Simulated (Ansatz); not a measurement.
# SbPb: the cost of one run

All numbers are computed with Ansatz 0.2.0, driven from Python. Level of theory: DFT PBEsol, plane waves, PAW.

## (1) Starting point

Symmetry: Fm-3m, No. 225, cubic system. Conventional cell: a = 6.322 Å, b = 6.322 Å, c = 6.322 Å, α = 90.00°, β = 90.00°, γ = 90.00°. Sb (site symmetry m-3m) has 6 Pb at 3.16 Å as nearest neighbours. Pb (site symmetry m-3m) has 6 Sb at 3.16 Å as nearest neighbours.

No structure file is read: the coordinates are typed or built in the script.

## (2) The script

sbpb_smear.py reads:

```python
import ansatz as az
import pandas as pd

sbpb = (
    az.Lattice.fcc(6.322487)
    .space_group(225)
    .atom("Sb", (0.5, 0.0, 0.0))
    .atom("Pb", (0.0, 0.0, 0.0))
    .primitive()
)

calc = sbpb.calculation().basis(38 * az.Ry).kpoints(8).functional(az.Functional.PBESOL).forces().stress()

rows = []
for value in [0.5, 0.3, 0.2, 0.1]:
    r = calc.occupations("fermi_dirac", width=value).run(threads=1, pin="off").report
    rows.append((value, r["free_energy_ev"] / len(r["lattice"]["sites"]), r["n_iterations"], sum(r["stress_gpa"][i][i] for i in range(3)) / 3, max(abs(f) for row in r["forces_ev_ang"] for f in row), r["n_kpoints"]))

table = pd.DataFrame(rows, columns=["width (eV)", "F/atom (eV)", "iterations", "P (GPa)", "max component (eV/A)", "k-points"])
print(table.round(5).to_string(index=False))

for row in rows[:-1]:
    shift = 1000 * (row[1] - rows[-1][1])
    print(f"{row[0]}: {shift:+.2f} meV/atom" + ("  (within 2 meV)" if abs(shift) < 2 else ""))
```

## (3) What the engine is handed

The engine receives this input (first run):

```yaml
crystal:
  lattice:
    bravais: fcc
    a: 6.322487
  space_group: 225
  atoms:
    - { symbol: Sb, position: [0.5, 0.0, 0.0] }
    - { symbol: Pb, position: [0.0, 0.0, 0.0] }
  reduce_to_primitive: true
basis:
  ecutwfc: 517.016338673772
kpoints:
  mp_grid:
    grid: [8, 8, 8]
hamiltonian:
  xc: pbesol
scf:
  occupations:
    method: fermi_dirac
    width: 0.5
output:
  forces: true
  stress: true
```

## (4) Running it

Launch:

```bash
$ python sbpb_smear.py
```

What time and memory should one allow on 1 thread of Arm Neoverse V1, shared host?

About 13 s, with a peak of 0.49 GiB.
